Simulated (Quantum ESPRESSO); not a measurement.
Cu2Te under changes of volume

One of the cells (22.790 Å³/atom); the others are scaled copies at fixed shape and fractional positions:

```
Te Cu
1.0
     4.30401    0.00000    0.00000
    -2.15201    3.72739    0.00000
     0.00000    0.00000    8.52348
Te Cu
2 4
Direct
  0.00000 0.00000 0.73381
  0.00000 0.00000 0.26619
  0.66667 0.33333 0.84805
  0.33333 0.66667 0.84805
  0.33333 0.66667 0.15195
  0.66667 0.33333 0.15195
```

The cell is a database's computed one.

| Quantity | Value |
| --- | --- |
| Program | Quantum ESPRESSO 7.5 |
| Functional | PBEsol |
| Potentials or basis | GBRV 1.5 PBEsol |
| Cutoff | 762 eV |
| Density cutoff | 6095 eV |
| k mesh | 7 × 7 × 3 |
| Occupations | fermi-dirac, width 0.05 eV |
| Spin | no spin polarisation |

```tsv
volume (Å³/atom)	energy over the lowest point (meV/atom)	pressure (GPa)	largest force (eV/Å)
21.423	2.38	1.5	0.330
21.878	0.00	-0.1	0.179
22.334	?	?	?
22.790	7.54	-2.8	0.156
23.246	16.49	-3.9	0.293
23.702	28.38	-4.9	0.419
24.157	42.85	-5.7	0.534
```

Problem. What does the run at 22.334 Å³/atom give?

Solution. Energy over the lowest point 1.90 meV/atom; pressure -1.6 GPa; largest force 0.141 eV/Å.

Worked out: A Birch-Murnaghan fit of order 3 (a polynomial in V^(-2/3)) to the other rows has its minimum at 21.89 Å³/atom with B0 = V·E''(V) = 71 GPa and B' = 4.9 at fixed shape and positions, which overstates the stiffness. It gives 1.89 meV/atom at 22.334 Å³/atom, against the run's 1.90, and -dE/dV = -1.3 GPa, against -1.6.

Energies are extrapolated to zero smearing.

Caveats: this functional lacks dispersion, which binds the layers, so the pressure and a relaxed spacing across them are unreliable.
